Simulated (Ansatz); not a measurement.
Working through a ladder of methods at one geometry of F2IIn, SMILES [F][In]([F])[I]

With the Python package of Ansatz (0.2.0).

Interactive session:
```pycon
>>> import ansatz as az
>>> from ase import Atoms
>>> atoms = Atoms(['F', 'In', 'F', 'I'], positions=[
...     [1.2, 0.7496, 1.6761],
...     [-0.134, -0.0944, 0.1382],
...     [0.7234, -2.0099, -0.4035],
...     [-1.7339, 1.2944, -1.4311],
... ])
>>> mol = az.Crystal.molecule_from_ase(atoms)
>>> base = mol.calculation().basis(gaussian='def2-SVP')
>>> methods = ['mp2', 'ccsd', 'ccsd_t']
>>> reports = [base.correlation(m).run(threads=1).report for m in methods]

>>> print(f'Hartree-Fock reference {reports[0]["reference_energy_ev"] / 27.211386246:.6f} Ha')
Hartree-Fock reference -684.629988 Ha
>>> best = reports[-1]['free_energy_ev'] - reports[-1]['reference_energy_ev']
>>> for method, each in zip(methods, reports):
...     gained = each['free_energy_ev'] - each['reference_energy_ev']
...     print(f'{method:8s} total {each["free_energy_ev"] / 27.211386246:.6f} Ha  correlation {gained:9.4f} eV  ({100 * gained / best:.1f} % of the last)')
...
mp2      total -685.211964 Ha  correlation  -15.8364 eV  (96.2 % of the last)
ccsd     total -685.221541 Ha  correlation  -16.0970 eV  (97.8 % of the last)
ccsd_t   total -685.235073 Ha  correlation  -16.4652 eV  (100.0 % of the last)
```

What to keep in mind:
- The settings weren't tested for convergence.
- The geometry is a force-field or estimated start, not a minimum of this method, and the basis set is short of its limit. A lower total doesn't mark the better method: functionals have no common bound, and MP2 and coupled cluster aren't variational.
- def2 sets replace the cores of elements past krypton by effective core potentials.
- Inner cores stay frozen; a filled d shell under the valence of the heavier atoms is correlated with it.
- The whole script took 22 s on 1 thread of Arm Neoverse V2 (shared host), peak memory 0.36 GiB.

(Lines on the test bed's own set-up are left out of the output.)
